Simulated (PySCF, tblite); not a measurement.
# C₈H₆OS: vibronic structure

Aim: compute the vibronic structure of C₈H₆OS (`Oc1cc2ccccc2s1`).

Programs: tblite 0.8.0 and PySCF 2.14.0, with routines of our own; each step states its level. All values are computed. Atoms count from 0.

## (1) The starting structure

16 atoms, charge 0, multiplicity 1; geometry from: force field or distance geometry start.

## (2) Relaxing the molecule with GFN2-xTB

What the job is given:

```
{"job": {"kind": "relax", "xc": "GFN2-xTB", "basis": "xTB"}, "charge": 0, "multiplicity": 1}
O      3.709100    -0.024400    -0.704200
C      2.377400     0.019900    -0.541500
C      1.655500    -0.345800     0.577700
C      0.231800    -0.158900     0.385800
C     -0.848400    -0.415300     1.283500
C     -2.167100    -0.162200     0.869600
C     -2.421500     0.337000    -0.401700
C     -1.370800     0.592100    -1.284900
C     -0.049200     0.328800    -0.877000
S      1.379000     0.564000    -1.791100
H      4.089100    -0.361200     0.117200
H      2.084300    -0.721300     1.489600
H     -0.662200    -0.800200     2.283600
H     -2.979200    -0.356000     1.555400
H     -3.450700     0.536100    -0.702900
H     -1.584800     0.976300    -2.270700
```

On the command line:

```sh
$ OMP_NUM_THREADS=1 python excited_run.py task.json out
```

The driver reads the jobs from task.json and runs them one after another.

Log:

```text
step      E/eV     max force
  0    -747.86097    2.304
  1    -747.98472    1.232
  2    -748.01780    0.411
  3    -748.02890    0.303
  4    -748.03863    0.225
  5    -748.04123    0.130
  6    -748.04250    0.090
  7    -748.04341    0.083
  8    -748.04439    0.084
  9    -748.04504    0.079
 10    -748.04541    0.062
 11    -748.04564    0.042
 12    -748.04584    0.038
 13    -748.04599    0.033
 14    -748.04608    0.026
 15    -748.04612    0.017
 16    -748.04615    0.017
 17    -748.04618    0.012
 18    -748.04620    0.014
 19    -748.04621    0.011
 20    -748.04623    0.010
```

Wall time 0.15 s (1 thread of Arm Neoverse V1, shared host).

Step by step:

```tsv
step	energy from step 0 (eV)	largest force (eV/Å)
0	0.0000	2.3036
1	-0.1238	1.2320
2	-0.1568	0.4110
3	-0.1679	0.3026
4	-0.1777	0.2255
5	-0.1803	0.1303
6	-0.1815	0.0901
7	-0.1824	0.0826
8	-0.1834	0.0836
9	-0.1841	0.0794
10	-0.1844	0.0623
11	-0.1847	0.0418
12	-0.1849	0.0380
13	-0.1850	0.0327
14	-0.1851	0.0262
15	-0.1852	0.0170
16	-0.1852	0.0169
17	-0.1852	0.0124
18	-0.1852	0.0136
19	-0.1852	0.0110
20	-0.1853	0.0095
```

Distances of close pairs at the start and the end, largest changes first:

```tsv
bond	before (Å)	after (Å)	change (Å)
C1–S9	1.689	1.745	+0.056
C8–S9	1.712	1.749	+0.037
C3–C4	1.428	1.395	-0.033
C1–C2	1.381	1.353	-0.029
C4–C5	1.405	1.378	-0.027
C3–C8	1.383	1.407	+0.025
C7–C8	1.408	1.384	-0.024
C2–C3	1.449	1.427	-0.021
```

The final coordinates are the input of the step that follows.

## (3) Harmonic vibrations with GFN2-xTB

What the job is given:

```
{"job": {"kind": "ir", "xc": "GFN2-xTB", "basis": "xTB"}, "charge": 0, "multiplicity": 1}
O      3.678692    -0.029296    -0.684204
C      2.342247     0.005219    -0.498789
C      1.618402    -0.345981     0.588424
C      0.216227    -0.163816     0.393377
C     -0.836282    -0.412690     1.273801
C     -2.130641    -0.161972     0.872375
C     -2.402120     0.336613    -0.399386
C     -1.377732     0.591785    -1.290261
C     -0.077864     0.339388    -0.887532
S      1.374221     0.580398    -1.832128
H      4.115054    -0.360573     0.109886
H      2.048268    -0.721410     1.500899
H     -0.626884    -0.798798     2.260191
H     -2.947763    -0.353952     1.551512
H     -3.423555     0.525813    -0.692315
H     -1.577870     0.978215    -2.277261
```

Log:

```text
mode    cm-1     km/mol
  1     119.8      0.30
  2     179.4      0.42
  3     260.9      5.99
  4     298.9      0.34
  5     332.6    136.93
  6     390.2      6.59
  7     409.5      4.92
  8     443.0      7.82
  9     477.8      0.61
 10     491.6     21.65
 11     529.1      3.74
 12     606.2      5.09
 13     671.0      0.41
 14     689.4      2.05
 15     713.3      3.56
 16     760.0      0.43
 17     780.6     45.32
 18     864.2      2.20
 19     869.4      0.07
 20     903.3      0.50
 21     920.4      0.00
 22    1046.0      7.22
 23    1074.5     10.84
 24    1093.9    251.90
 25    1146.8     34.92
 26    1160.7     53.83
 27    1179.8      3.98
 28    1233.8     29.18
 29    1246.4     20.29
 30    1319.3      2.08
 31    1351.4      0.56
 32    1417.9     44.35
 33    1462.6      2.93
 34    1561.5     82.60
 35    1578.6     87.17
 36    1607.4    183.64
 37    3080.1      3.66
 38    3086.9     24.67
 39    3094.7     61.91
 40    3103.0     32.07
 41    3117.5     28.05
 42    3513.8     24.97
```

It took 0.62 s on 1 thread of Arm Neoverse V1, shared host.

The strongest bands and the atoms that carry them (share of the mass-weighted mode):

```tsv
cm⁻¹	km/mol	atoms
333	136.9	H10 86 %
781	45.3	H11 35 %, H14 15 %, C2 12 %, H13 11 %
1094	251.9	H10 37 %, O0 20 %, H11 18 %, C1 12 %
1161	53.8	H12 31 %, H13 22 %, H11 12 %
1562	82.6	C5 21 %, C8 19 %, C6 17 %, C3 12 %
1579	87.2	C3 18 %, C4 17 %, C2 15 %, C7 14 %
1607	183.6	C1 34 %, C2 20 %, C4 13 %
3095	61.9	H13 37 %, H15 28 %, H12 17 %, H14 10 %
```

## (4) Vibronic structure: TDA PBE0/6-31G*

The job, as its differences from that of step 3:

```diff
@@ -1,2 +1,2 @@
-{"job": {"kind": "ir", "xc": "GFN2-xTB", "basis": "xTB"}, "charge": 0, "multiplicity": 1}
+{"job": {"kind": "vib", "xc": "PBE0", "basis": "6-31G*", "tda": true}, "charge": 0, "multiplicity": 1}
 O      3.678692    -0.029296    -0.684204
```

Method: TDA PBE0/6-31G* vertical-gradient vibronic structure (displaced harmonic oscillators, Condon), gas phase.

Log:

```text
final grid: 67768 points
cycle   1  E = -781.1759441944  dE =  2.176e+00  |g| = 6.325e-01  |ddm| = 4.487e+00
cycle   2  E = -781.1204966577  dE =  5.545e-02  |g| = 8.203e-01  |ddm| = 1.354e+00
cycle   3  E = -781.2630315418  dE = -1.425e-01  |g| = 1.126e-01  |ddm| = 8.390e-01
cycle   4  E = -781.2661181494  dE = -3.087e-03  |g| = 4.238e-02  |ddm| = 1.737e-01
cycle   5  E = -781.2665495584  dE = -4.314e-04  |g| = 1.635e-02  |ddm| = 6.148e-02
cycle   6  E = -781.2666154754  dE = -6.592e-05  |g| = 2.793e-03  |ddm| = 1.860e-02
cycle   7  E = -781.2666170288  dE = -1.553e-06  |g| = 1.292e-03  |ddm| = 5.141e-03
cycle   8  E = -781.2666175228  dE = -4.940e-07  |g| = 2.660e-04  |ddm| = 2.015e-03
cycle   9  E = -781.2666175380  dE = -1.518e-08  |g| = 1.304e-04  |ddm| = 3.972e-04
cycle  10  E = -781.2666175429  dE = -4.938e-09  |g| = 2.787e-05  |ddm| = 1.817e-04
cycle  11  E = -781.2666175431  dE = -1.760e-10  |g| = 1.528e-05  |ddm| = 4.754e-05
converged SCF energy = -781.2666175431

Singlet excitations (eV, f): 4.959 (0.0018)  5.184 (0.0000)  5.271 (0.1526)  5.614 (0.0000)  5.952 (0.2221)  6.329 (0.0000)

State S1  4.9594 eV  f = 0.00184  H->L+1 0.61, H-1->L 0.36
  relaxed dipole 2.974 D, largest gradient of the excitation energy 0.0304 Eh/bohr
  mode    cm-1        S   lambda/meV  Raman
   36   1607.4    0.1279      25.5   1.000
   30   1319.3    0.1495      24.5   0.787
   28   1233.8    0.1165      17.8   0.537
   23   1074.5    0.1146      15.3   0.400
   26   1160.7    0.0380       5.5   0.155
   22   1046.0    0.0392       5.1   0.130
   15    713.3    0.0564       5.0   0.087
   18    864.2    0.0356       3.8   0.080
   12    606.2    0.0464       3.5   0.052
   33   1462.6    0.0161       2.9   0.104
    9    477.8    0.0447       2.6   0.031
    3    260.9    0.0693       2.2   0.014
  reorganisation energy 0.1238 eV, total S 0.947, 0-0 4.8356 eV
  absorption maximum 4.836 eV, width 0.042 eV

State S3  5.2710 eV  f = 0.15257  H->L 0.73, H-1->L+1 0.16
  relaxed dipole 3.839 D, largest gradient of the excitation energy 0.0454 Eh/bohr
  mode    cm-1        S   lambda/meV  Raman
   35   1578.6    0.3130      61.3   1.000
   12    606.2    0.4009      30.1   0.189
   14    689.4    0.2241      19.2   0.137
   36   1607.4    0.0852      17.0   0.282
   31   1351.4    0.0547       9.2   0.128
    8    443.0    0.1103       6.1   0.028
   23   1074.5    0.0355       4.7   0.053
   30   1319.3    0.0284       4.6   0.063
   28   1233.8    0.0292       4.5   0.057
   24   1093.9    0.0273       3.7   0.042
    9    477.8    0.0603       3.6   0.018
   29   1246.4    0.0169       2.6   0.034
  reorganisation energy 0.1755 eV, total S 1.473, 0-0 5.0955 eV
  absorption maximum 5.095 eV, width 0.230 eV

State S5  5.9515 eV  f = 0.22211  H-1->L 0.47, H->L+1 0.29
  relaxed dipole 2.986 D, largest gradient of the excitation energy 0.0266 Eh/bohr
  mode    cm-1        S   lambda/meV  Raman
   15    713.3    0.5402      47.8   1.000
   36   1607.4    0.0576      11.5   0.541
   23   1074.5    0.0496       6.6   0.208
   34   1561.5    0.0322       6.2   0.286
   30   1319.3    0.0372       6.1   0.235
    6    390.2    0.1059       5.1   0.059
   28   1233.8    0.0328       5.0   0.182
    9    477.8    0.0599       3.5   0.050
   32   1417.9    0.0157       2.8   0.115
   12    606.2    0.0320       2.4   0.043
   26   1160.7    0.0159       2.3   0.078
   35   1578.6    0.0105       2.0   0.095
  reorganisation energy 0.1102 eV, total S 1.073, 0-0 5.8413 eV
  absorption maximum 5.841 eV, width 0.120 eV

State T1  3.5257 eV  f = 0.00000  H->L 0.87
  relaxed dipole 2.576 D, largest gradient of the excitation energy 0.0719 Eh/bohr
  mode    cm-1        S   lambda/meV  Raman
   35   1578.6    1.0000     195.7   1.000
    9    477.8    0.3824      22.7   0.035
   30   1319.3    0.1357      22.2   0.095
   24   1093.9    0.1387      18.8   0.067
   29   1246.4    0.0821      12.7   0.051
   12    606.2    0.1662      12.5   0.025
   28   1233.8    0.0795      12.2   0.049
   33   1462.6    0.0645      11.7   0.055
   34   1561.5    0.0589      11.4   0.058
   26   1160.7    0.0729      10.5   0.039
    3    260.9    0.2195       7.1   0.006
   36   1607.4    0.0349       7.0   0.036
  reorganisation energy 0.3613 eV, total S 2.606, 0-0 3.1644 eV
  absorption maximum 3.362 eV, width 0.480 eV
```

Run time: 56 s. Hardware: 1 thread of Arm Neoverse V1, shared host; peak memory 0.89 GiB.

## (5) Results

| quantity | value |
| --- | --- |
| strongest single infrared mode (GFN2-xTB) | 1094 cm⁻¹, 252 km/mol |
| zero-point energy (GFN2-xTB) | 71.7 kcal/mol |
| S1: vertical, reorganisation, 0-0, total S (step 4, TDA PBE0/6-31G*, modes from GFN2-xTB) | 4.96, 0.12, 4.84 eV; 0.9 |
| S3: vertical, reorganisation, 0-0, total S (step 4, TDA PBE0/6-31G*, modes from GFN2-xTB) | 5.27, 0.18, 5.10 eV; 1.5 |
| S5: vertical, reorganisation, 0-0, total S (step 4, TDA PBE0/6-31G*, modes from GFN2-xTB) | 5.95, 0.11, 5.84 eV; 1.1 |

In words: No mode is imaginary among the 42: a minimum at this level. The strongest single mode, at 1094 cm⁻¹, moves mainly H10, O0 and H11. GFN2-xTB is a fitted tight-binding method: band positions and strengths are rough. Its intensities can rank the bands wrongly. The vibronic model keeps the ground-state modes (from xTB) and shifts them along the gradient alone, so it can miss much of the relaxation that a full optimisation finds.
